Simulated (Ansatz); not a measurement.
# ScOs3O4: a short molecular-dynamics run

Aim: set ScOs3O4 (a randomly packed cell, 16 atoms, not relaxed) in motion for 40 steps of 1 fs under a Langevin thermostat at 1200 K, and see how temperature, energy and positions respond.

All numbers below are computed with Ansatz 0.2.0 (DFT PBE, plane waves, PAW, scalar-relativistic, no spin polarisation).

**1. The structure to begin with**

The cell holds 16 atoms (O8Os6Sc2): a = 5.698 Å, b = 6.017 Å, c = 5.898 Å, α = 80.38°, β = 96.24°, γ = 94.85°.

Structure file:

```xyz
16
Lattice="5.5972 -1.0631 0.0810 0.5999 5.9415 0.7406 -0.6734 0.3372 5.8499" Properties=species:S:1:pos:R:3 pbc="T T T"
O     2.2104    4.7493    4.2658
O     3.8646    4.9789    4.0265
Os    3.9966    1.0882    3.1397
Os    4.5770    3.5832    2.3744
Os    0.5805    3.3446    4.0097
Os    1.5294    1.4099    1.0628
O     2.5984    5.1769    6.1166
O     2.0184    0.2654    2.8293
Sc    3.0025    2.9469    5.5097
Sc    0.3121    0.5464    4.4049
O     5.0991    2.0307    5.9661
O     5.3901   -0.4431    2.2020
O     2.5622    2.8638    3.1941
O     3.1705    5.1920    1.9352
Os    1.4374    4.0766    1.2263
Os    4.4248   -0.0515    0.2884
```

**2. The run**

input.yaml reads:

```yaml
crystal:
  lattice:
    - [5.597173, -1.063144, 0.080988]
    - [0.599909, 5.94153, 0.740644]
    - [-0.67343, 0.337194, 5.84991]
  atoms:
    - { symbol: O, position: [0.38014, 0.832246, 0.618574] }
    - { symbol: O, position: [0.659053, 0.923997, 0.562189] }
    - { symbol: Os, position: [0.742102, 0.288137, 0.489949] }
    - { symbol: Os, position: [0.776544, 0.72481, 0.303366] }
    - { symbol: Os, position: [0.118749, 0.549309, 0.614247] }
    - { symbol: Os, position: [0.260893, 0.27585, 0.143135] }
    - { symbol: O, position: [0.478517, 0.904461, 0.924453] }
    - { symbol: O, position: [0.406978, 0.091022, 0.466498] }
    - { symbol: Sc, position: [0.581335, 0.550966, 0.864035] }
    - { symbol: Sc, position: [0.137018, 0.074383, 0.741672] }
    - { symbol: O, position: [0.975469, 0.462541, 0.947798] }
    - { symbol: O, position: [0.996379, 0.083729, 0.352023] }
    - { symbol: O, position: [0.456961, 0.536987, 0.471699] }
    - { symbol: O, position: [0.489166, 0.949814, 0.20378] }
    - { symbol: Os, position: [0.194262, 0.714275, 0.1165] }
    - { symbol: Os, position: [0.779318, 0.129528, 0.022105] }
kpoints:
  mp_grid: { grid: [3, 3, 3] }
magnetization:
  spin_polarized: false
scf:
  occupations: { method: cold, width: 0.15 }
hamiltonian:
  pseudopotentials: { kind: paw }
  xc: pbe
basis:
  ecutwfc: 420
md:
  timestep: 1.0
  n_steps: 40
  ensemble: nvt_langevin
  temperature: 1200.0
  initial_velocities: maxwell_boltzmann
  seed: 846010
```

The run is started by

```
> ansatz run input.yaml --threads 2 --pin off --max-ram 2560MiB --backend cpu --events-out ev --progress --plain --runs-dir out
```

**Question.** What will these runs give? Wanted: temperature, first and last step; temperature, second half; potential energy, second half; mean square displacement, second half.

**Answer**, as computed:

| quantity | value |
| --- | --- |
| length | 40 steps of 1 fs |
| temperature, first and last step | 1125 and 3715 K |
| temperature, second half | mean 3989 K, from 3202 to 4646 K |
| potential energy, second half | -561 meV/atom from the start |
| mean square displacement, second half | O 0.415, Sc 0.145, Os 0.013 Å² |

What this shows: Against a set 1200 K the second half averages 3989 K with a spread of 478 K (in equilibrium 16 atoms would scatter by about 245 K, over a far longer run); the potential energy of that half lies 561 meV/atom under the start, so the atoms have moved to lower-lying arrangements, and the energy set free heats the cell. Over the second half O atoms stand 0.6 Å (root mean square) from where they began, and the farthest move is 1.2 Å. Averages from a run of 40 fs with 16 atoms are rough.
